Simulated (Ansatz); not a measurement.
I need a band structure of Ba3CaO4, space group Pm-3m. Use Ansatz 0.2.0 through its Python package. Level of theory: r2SCAN, PAW, cutoff 650 eV, 3×3×3 k-points, fixed occupations.

```
Ba Ca O
1.0
     5.47877    0.00000    0.00000
     0.00000    5.47877    0.00000
     0.00000    0.00000    5.47877
Ba Ca O
3 1 4
Direct
  0.00000 0.00000 0.50000
  0.00000 0.50000 0.00000
  0.50000 0.00000 0.00000
  0.50000 0.50000 0.50000
  0.00000 0.00000 0.00000
  0.50000 0.50000 0.00000
  0.50000 0.00000 0.50000
  0.00000 0.50000 0.50000
```

`ba3cao4.py`:
```python
"""Bands of Ba3CaO4 along a path through the zone."""

from pathlib import Path

import ansatz as az
import numpy as np

lattice = az.Lattice.of(
    (5.478772, 0.0, 0.0),
    (0.0, 5.478772, 0.0),
    (0.0, 0.0, 5.478772),
)
sites = [
    ("Ba", (0.0, 0.0, 0.5)),
    ("Ba", (0.0, 0.5, 0.0)),
    ("Ba", (0.5, 0.0, 0.0)),
    ("Ca", (0.5, 0.5, 0.5)),
    ("O", (0.0, 0.0, 0.0)),
    ("O", (0.5, 0.5, 0.0)),
    ("O", (0.5, 0.0, 0.5)),
    ("O", (0.0, 0.5, 0.5)),
]
ba3cao4 = az.Crystal(lattice=lattice)
for symbol, position in sites:
    ba3cao4 = ba3cao4.atom(symbol, position)

# high-symmetry points in fractions of the reciprocal vectors
path = [
    ("G", (0.0, 0.0, 0.0)),
    ("X", (0.0, 0.5, 0.0)),
    ("M", (0.5, 0.5, 0.0)),
    ("G", (0.0, 0.0, 0.0)),
    ("R", (0.5, 0.5, 0.5)),
]
setup = (
    ba3cao4.calculation()
    .kpoints(3, 3, 3)
    .occupations("fixed")
    .basis(650)
    .functional(az.Functional.R2SCAN)
    .pseudopotentials("paw")
    .band_structure([point for _, point in path], intervals=8)
    .scf(extra_bands=6)
    .band_table()
)
result = setup.run(threads=1)
r = result.report

n_atoms = len(r["lattice"]["sites"])
print("F =", round(r["free_energy_ev"], 4), "eV for", n_atoms, "atoms")
print("E(sigma -> 0) =", round(r["energy_sigma0_ev"], 4), "eV, TS =", round(r["entropy_ts_ev"], 5), "eV")
print("closed by", r["closed_by"], "after", r["n_iterations"], "iterations")

fermi = r["fermi_energy_ev"]
print("levels less the Fermi level (eV) at the first k-points")
for k, levels in list(zip(r["kpoints_frac"], r["eigenvalues_ev"]))[:3]:
    print("k = ({:.3f}, {:.3f}, {:.3f})".format(*k))
    print("   ", " ".join(f"{e - fermi:.3f}" for e in levels))

lines = ["| quantity | value |", "|---|---|"]
lines.append(f"| free energy per atom | {r['free_energy_ev'] / len(result.lattice.sites):.4f} eV |")
lines.append(f"| Fermi level | {r['fermi_energy_ev']:.3f} eV |")
lines.append(f"| volume per atom | {r['setup']['cell_volume_ang3'] / len(result.lattice.sites):.3f} A^3 |")
lines.append(f"| valence electrons | {r['n_electrons']:g} |")
Path("summary.md").write_text("\n".join(lines) + "\n")

bands = result.band_structure()
fermi = bands.fermi_energy_ev
print(f"zero of the bands: {fermi:.3f} eV, the Fermi level found on the SCF mesh")
levels = bands.channels[0].eigenvalues_ev - fermi
filled = round(r["n_electrons"]) // 2
valence, conduction = levels[:, filled - 1], levels[:, filled]
print("k (fractions)              top valence  bottom conduction (eV)")
for k, lo, hi in zip(bands.kpoints_frac, valence, conduction):
    print(f"{k[0]:7.3f} {k[1]:7.3f} {k[2]:7.3f} {lo:12.3f} {hi:13.3f}")
print(f"on this path: least direct gap {np.min(conduction - valence):.3f} eV, least gap {conduction.min() - valence.max():.3f} eV")
```

Running `python ba3cao4.py` prints:
```text
F = -22000.8345 eV for 8 atoms
E(sigma -> 0) = -22000.8345 eV, TS = 0.0 eV
closed by deck_thresholds after 9 iterations
levels less the Fermi level (eV) at the first k-points
k = (0.000, 0.000, 0.000)
    -41.896 -26.343 -26.043 -26.043 -21.995 -21.995 -21.995 -16.367 -16.361 -16.361 -16.055 -11.841 -11.841 -11.841 -11.110 -11.110 -11.110 -10.675 -10.675 -10.675 -1.196 -1.196 -1.196 -0.467 -0.467 -0.467 -0.292 -0.292 -0.292 -0.000 -0.000 0.000 2.558 2.558 2.558 3.365 5.034 5.034
k = (0.000, 0.000, 0.333)
    -41.896 -26.277 -26.103 -26.037 -22.006 -21.994 -21.994 -16.504 -16.495 -16.343 -16.203 -11.701 -11.701 -11.186 -11.186 -11.178 -10.771 -10.771 -10.703 -10.551 -1.564 -1.394 -1.329 -1.329 -1.190 -0.975 -0.468 -0.468 -0.366 -0.366 -0.098 -0.098 2.987 3.719 3.719 4.131 4.334 5.694
k = (0.000, 0.333, 0.333)
    -41.896 -26.220 -26.109 -26.073 -22.008 -22.006 -21.994 -16.644 -16.478 -16.451 -16.371 -11.537 -11.203 -11.098 -11.062 -10.950 -10.817 -10.723 -10.602 -10.550 -2.025 -1.502 -1.465 -1.348 -1.313 -1.304 -1.283 -1.071 -1.061 -0.483 -0.421 -0.210 4.041 4.042 4.586 4.653 5.147 5.697
zero of the bands: 7.726 eV, the Fermi level found on the SCF mesh
k (fractions)              top valence  bottom conduction (eV)
  0.000   0.000   0.000        0.000         2.558
  0.000   0.062   0.000       -0.005         2.573
  0.000   0.125   0.000       -0.019         2.620
  0.000   0.188   0.000       -0.040         2.696
  0.000   0.250   0.000       -0.064         2.802
  0.000   0.312   0.000       -0.090         2.936
  0.000   0.375   0.000       -0.112         3.098
  0.000   0.438   0.000       -0.127         3.285
  0.000   0.500   0.000       -0.132         3.482
  0.062   0.500   0.000       -0.138         3.516
  0.125   0.500   0.000       -0.154         3.615
  0.188   0.500   0.000       -0.178         3.771
  0.250   0.500   0.000       -0.209         3.973
  0.312   0.500   0.000       -0.243         4.205
  0.375   0.500   0.000       -0.275         4.447
  0.438   0.500   0.000       -0.300         4.672
  0.500   0.500   0.000       -0.310         4.802
  0.438   0.438   0.000       -0.291         4.640
  0.375   0.375   0.000       -0.246         4.327
  0.312   0.312   0.000       -0.190         3.891
  0.250   0.250   0.000       -0.133         3.457
  0.187   0.187   0.000       -0.080         3.085
  0.125   0.125   0.000       -0.037         2.799
  0.063   0.063   0.000       -0.010         2.620
  0.000   0.000   0.000        0.000         2.558
  0.062   0.062   0.062       -0.057         2.665
  0.125   0.125   0.125       -0.222         2.969
  0.188   0.188   0.188       -0.477         3.433
  0.250   0.250   0.250       -0.784         4.009
  0.312   0.312   0.312       -1.075         4.590
  0.375   0.375   0.375       -1.308         4.962
  0.438   0.438   0.438       -1.439         5.115
  0.500   0.500   0.500       -1.446         5.153
on this path: least direct gap 2.558 eV, least gap 2.558 eV
```

It writes `summary.md`:
```text
| quantity | value |
|---|---|
| free energy per atom | -2750.1043 eV |
| Fermi level | 7.726 eV |
| volume per atom | 20.557 A^3 |
| valence electrons | 64 |
```

Absolute energies stand on the zero of these potentials, so only differences at equal settings mean something. Along an axis with an odd division the mesh misses the point at one half; a gap read on a finite mesh is an upper bound on this functional's gap. Semilocal gaps usually lie well under measured ones. The computed bands are complete only to about 5.0 eV above the Fermi level. The Fermi level of a run with fixed occupations marks the highest occupied state on its mesh, not mid-gap. The structure comes from a database of computed cells and needn't be a stable or known phase. Gaps and levels are Kohn-Sham values on a finite set of k-points, without spin-orbit coupling. Finished in 22 s on 1 thread of Arm Neoverse V1, with other jobs on the host, peak memory 0.86 GiB.

(Lines on the test bed's own set-up are left out of the output.)
